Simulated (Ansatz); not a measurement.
# LaTl: stress in a strained cell

Aim: deform LaTl (zz strain of -2 %) and compute stress, forces and field gradients with LAPW, PAW and all-electron datasets made for the crystal.

Computed with Ansatz 0.2.0 (DFT PBEsol, scalar-relativistic, unless a step's input says otherwise).

## (1) The structure to begin with

The structure is cubic, space group Pm-3m (No. 221). Conventional cell: a = 3.936 Å, b = 3.936 Å, c = 3.936 Å, α = 90.00°, β = 90.00°, γ = 90.00°. La (site symmetry m-3m) is surrounded by 8 Tl at 3.41 Å. Tl (site symmetry m-3m) has 8 La at 3.41 Å as nearest neighbours.

As a file:

```xyz
2
Lattice="3.9360 0.0000 0.0000 0.0000 3.9360 0.0000 0.0000 0.0000 3.9360" Properties=species:S:1:pos:R:3 pbc="T T T"
La    0.0000    0.0000    0.0000
Tl    1.9680    1.9680    1.9680
```

Atoms are numbered in the order of the input: La1, Tl2.

## (2) After the deformation

Space group Pm-3m before, P4/mmm after.

## (3) LAPW, all electrons

input.yaml

```yaml
crystal:
  lattice:
    - [3.936, 0.0, 0.0]
    - [0.0, 3.936, 0.0]
    - [0.0, 0.0, 3.85728]
  atoms:
    - { symbol: La, position: [0.0, 0.0, 0.0] }
    - { symbol: Tl, position: [0.5, 0.5, 0.5] }
kpoints:
  mp_grid: { grid: [10, 10, 10] }
  band_path:
    path:
      - [0.0, 0.0, 0.0]
      - [0.0, 0.5, 0.0]
      - [0.5, 0.5, 0.0]
      - [0.0, 0.0, 0.0]
      - [0.0, 0.0, 0.5]
      - [0.0, 0.5, 0.5]
      - [0.5, 0.5, 0.5]
      - [0.0, 0.0, 0.5]
      - [0.0, 0.5, 0.0]
    npoints: 5
scf:
  occupations: { method: fermi_dirac, width: 0.05 }
hamiltonian:
  xc: pbesol
  pseudopotentials: { kind: all_electron, lapw: { basis_error: 0.00025 } }
output:
  forces: true
  stress: true
  eigenvalues: true
```

Launch:

```
$ ansatz run input.yaml --threads 1 --pin off --max-ram 3072MiB --backend cpu --events-out ev --progress --plain --runs-dir out
```

## (4) PAW with frozen cores

input.yaml

```yaml
crystal:
  lattice:
    - [3.936, 0.0, 0.0]
    - [0.0, 3.936, 0.0]
    - [0.0, 0.0, 3.85728]
  atoms:
    - { symbol: La, position: [0.0, 0.0, 0.0] }
    - { symbol: Tl, position: [0.5, 0.5, 0.5] }
kpoints:
  mp_grid: { grid: [10, 10, 10] }
scf:
  occupations: { method: fermi_dirac, width: 0.05 }
hamiltonian:
  xc: pbesol
  pseudopotentials: { kind: paw }
output:
  forces: true
  stress: true
  eigenvalues: true
  efg: { contact_densities: true }
  write_density: true
  write_potential: true
  elf: true
  volumetric_format: npy
```

## (5) All-electron PAW on datasets made for the crystal

Edit input.yaml of step 4 so:

```diff
@@ -14,3 +14,3 @@
   xc: pbesol
-  pseudopotentials: { kind: paw }
+  pseudopotentials: { kind: all_electron, datasets: crystal }
 output:
@@ -20,5 +20 @@
   efg: { contact_densities: true }
-  write_density: true
-  write_potential: true
-  elf: true
-  volumetric_format: npy
```

(Steps that only read results are left out.)

Q: Predict the outcome of this session. Wanted: pressure; largest shear or deviatoric stress.

As calculated:

| quantity | value |
| --- | --- |
| pressure | LAPW 0.44, PAW 0.41, crystal datasets 0.44 GPa |
| largest shear or deviatoric stress (LAPW) | 0.23 GPa |

**Reading.** The largest part of the stress beyond the pressure is 0.23 GPa in size, in the zz component; the atoms are carried along and not relaxed. No run of the undeformed cell stands beside it, so the pressure holds what the given cell had before the change. PAW: stress within 0.03 GPa of LAPW. Crystal datasets: stress within 0.01 GPa of LAPW. Spin-orbit coupling is left out, though the cell holds Tl; in elements this heavy it can shift bands and gaps by tenths of an eV.
